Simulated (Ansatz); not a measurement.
**CH5NOSi: a ladder of functionals and wavefunction methods**

Aim: compute CH5NOSi with functionals from several rungs and with coupled cluster, and see how far each lands from CCSD(T) at the basis-set limit for the atomisation energy.

Program: Ansatz 0.2.0, Gaussian basis. Level of theory: functionals in def2-TZVPP, the program's frozen cores in correlated methods. These are calculated values, not measurements.

The runs, in order: LDA (SPW92), PBE-D4, revPBE-D4, BLYP-D4, r2SCAN-D4, B97M-V, PBE0-D4, B3LYP-D4, r2SCANh-D4, r2SCAN0-D4, HSE06-D4, BHLYP-D4, CAM-B3LYP-D4, LC-ωPBE, ωB97X-V, ωB97M-V, B2PLYP, PBE-QIDH; CCSD(T)/def2-SVP; CCSD(T)/def2-TZVPP; MP2/def2-QZVPP; extrapolation to the limit; RPA on PBE.

## Step 1: The relaxed structure

All runs share one geometry, relaxed beforehand with PBE0-D4 in a triple-zeta def2 set.

SMILES `CO[Si]N`, 9 atoms, charge 0, spin multiplicity 1.

Atoms are counted from 1 here; the program's logs count them from 0.

Bond lengths: C1–O2 1.408 Å, C1–H5 1.093 Å, C1–H6 1.097 Å, C1–H7 1.093 Å, O2–Si3 1.660 Å, Si3–N4 1.705 Å, N4–H8 1.007 Å, N4–H9 1.010 Å. Angles: O2–C1–H5 109.6°, O2–C1–H6 112.1°, O2–C1–H7 109.6°, H5–C1–H6 108.4°, H5–C1–H7 108.5°, H6–C1–H7 108.4°, C1–O2–Si3 122.8°, O2–Si3–N4 97.4°, Si3–N4–H8 122.1°, Si3–N4–H9 124.6°, H8–N4–H9 113.2°.

## Step 2: LDA

This LDA is Slater exchange with PW92 correlation.

The input, in.yaml:

```yaml
crystal:
  periodic: [false, false, false]
  atoms:
    - {symbol: C, position_ang: [-0.039754, 0.509975, -1.632099]}
    - {symbol: O, position_ang: [0.194524, 0.268279, -0.265428]}
    - {symbol: Si, position_ang: [-0.650007, -0.865998, 0.604230]}
    - {symbol: N, position_ang: [0.126860, -0.617412, 2.101208]}
    - {symbol: H, position_ang: [-0.333492, 1.553216, -1.775211]}
    - {symbol: H, position_ang: [-0.832710, -0.132463, -2.035414]}
    - {symbol: H, position_ang: [0.876383, 0.326266, -2.199606]}
    - {symbol: H, position_ang: [-0.116784, -1.142713, 2.924571]}
    - {symbol: H, position_ang: [0.863479, 0.054350, 2.260648]}
basis:
  gaussian: {orbitals: def2-TZVPP}
hamiltonian: {xc: lda}
output: {orbitals: {seedname: orbitals}}
```

The run is started by

```console
$ ansatz run in.yaml --threads 4 --pin off --events-out ev --progress --plain --max-ram 10444MiB
```

Further steps of the session: PBE-D4 (GGA); revPBE-D4 (GGA); BLYP-D4 (GGA); r2SCAN-D4 (meta-GGA); B97M-V (meta-GGA); B3LYP-D4 (hybrid); r2SCANh-D4 (hybrid); r2SCAN0-D4 (hybrid); HSE06-D4 (hybrid); BHLYP-D4 (hybrid); CAM-B3LYP-D4 (range-separated); LC-ωPBE (range-separated); ωB97X-V (range-separated); ωB97M-V (range-separated); B2PLYP (double hybrid); PBE-QIDH (double hybrid); CCSD(T) in def2-SVP; CCSD(T) in def2-TZVPP; MP2 in def2-QZVPP; RPA on PBE orbitals.

Before running them: what should the planned runs give, taken together? Wanted: atomisation energy, CCSD(T)/CBS; farthest beyond LDA; mean size of error, GGA; mean size of error, meta-GGA; mean size of error, hybrid; mean size of error, range-separated; mean size of error, double hybrid; gap, smallest and largest; T1 diagnostic.

As calculated:

| quantity | value |
| --- | --- |
| atomisation energy, CCSD(T)/CBS | 3350.8 kJ/mol |
| functionals within 16.8 kJ/mol (0.5 %) | B97M-V, B3LYP-D4, HSE06-D4, ωB97X-V |
| farthest beyond LDA | BHLYP-D4 (-114.5 kJ/mol) |
| mean size of error, GGA | 35.8 kJ/mol |
| mean size of error, meta-GGA | 9.3 kJ/mol |
| mean size of error, hybrid | 46.9 kJ/mol |
| mean size of error, range-separated | 19.3 kJ/mol |
| mean size of error, double hybrid | 44.4 kJ/mol |
| gap, smallest and largest | 3.88 eV (LDA (SPW92)), 10.63 eV (LC-ωPBE) |
| T1 diagnostic | 0.0134 |
| triples share of the correlation energy | 3.8 % |

What this shows: The LDA atomisation energy is off by 499.3 kJ/mol (15 %): it overbinds. PBE-D4 is off by +62.1 kJ/mol. Double hybrids carry the basis error of their MP2 part in triple zeta, and no dispersion term here, so their miss is partly the set-up's. By mean error the best rung here is meta-GGA (9.3 kJ/mol) and the worst beyond LDA is hybrid (46.9 kJ/mol). The mean of the hybrids holds BHLYP, with half exact exchange. Misses under about 16.8 kJ/mol are within the doubt on the reference itself, which lacks core-valence correlation, relativity and higher excitations. Hartree-Fock recovers 70 % of the binding; the rest is correlation. CCSD(T) in def2-SVP is off by -245.6 kJ/mol, more than most functionals: a good method in a small basis is no reference. Orbital gaps span 3.9 to 10.6 eV; exact exchange widens them.
